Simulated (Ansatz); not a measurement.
# AlCl5: the cost of one run

Method: DFT PBE, scalar-relativistic, plane waves, PAW, in Ansatz 0.2.0.

2 further runs of the same task are left out: 2 that didn't finish.

### Step 1. The starting structure

Symmetry: F-43m, No. 216, cubic system. The conventional cell has a = 8.511 Å, b = 8.511 Å, c = 8.511 Å, α = 90.00°, β = 90.00°, γ = 90.00°. Al (site symmetry -43m) is surrounded by 16 Cl at 3.53 to 3.69 Å. Around Cl (site symmetry 3m) lie 9 Cl at 3.01 to 3.53 Å and 3 Al at 3.53 Å. Cl (site symmetry -43m) is surrounded by 12 Cl at 3.53 Å and 4 Al at 3.69 Å.

Coordinates:

```
Al Cl
1.0
     0.00000    4.25554    4.25554
     4.25554    0.00000    4.25554
     4.25554    4.25554    0.00000
Al Cl
1 5
Direct
  0.00000 0.00000 0.00000
  0.12500 0.62500 0.62500
  0.62500 0.62500 0.62500
  0.62500 0.12500 0.62500
  0.62500 0.62500 0.12500
  0.25000 0.25000 0.25000
```

A structure generator made this guess: species swapped into a database cell of DyCu5 (F-43m, No. 216), with Al on the Dy sites and Cl on the Cu sites. Its size is a rough estimate.

### Step 2. The guess as it stands, on a coarse mesh

input.yaml

```yaml
crystal:
  lattice:
    - [0.0, 4.25554474, 4.25554474]
    - [4.25554474, 0.0, 4.25554474]
    - [4.25554474, 4.25554474, 0.0]
  atoms:
    - { symbol: Al, position: [0.0, 0.0, 0.0] }
    - { symbol: Cl, position: [0.125, 0.625, 0.625] }
    - { symbol: Cl, position: [0.625, 0.625, 0.625] }
    - { symbol: Cl, position: [0.625, 0.125, 0.625] }
    - { symbol: Cl, position: [0.625, 0.625, 0.125] }
    - { symbol: Cl, position: [0.25, 0.25, 0.25] }
basis:
  ecutwfc: 420
kpoints:
  mp_grid: { grid: [4, 4, 4] }
hamiltonian:
  xc: pbe
scf:
  occupations: { method: gaussian, width: 0.1 }
  lower_state_search: "off"
output:
  forces: true
  stress: true
  eigenvalues: true
```

The run is started by

```sh
> ansatz run input.yaml --threads 1 --pin off --max-ram 2560MiB --backend cpu --events-out ev --progress --plain --runs-dir out
```

Q: Estimate wall time and peak memory on 1 thread of Intel Xeon Platinum 8259CL at 2.50GHz (Skylake/Cascade Lake), shared host.

About 2.7 s, with a peak of 0.4 GiB.
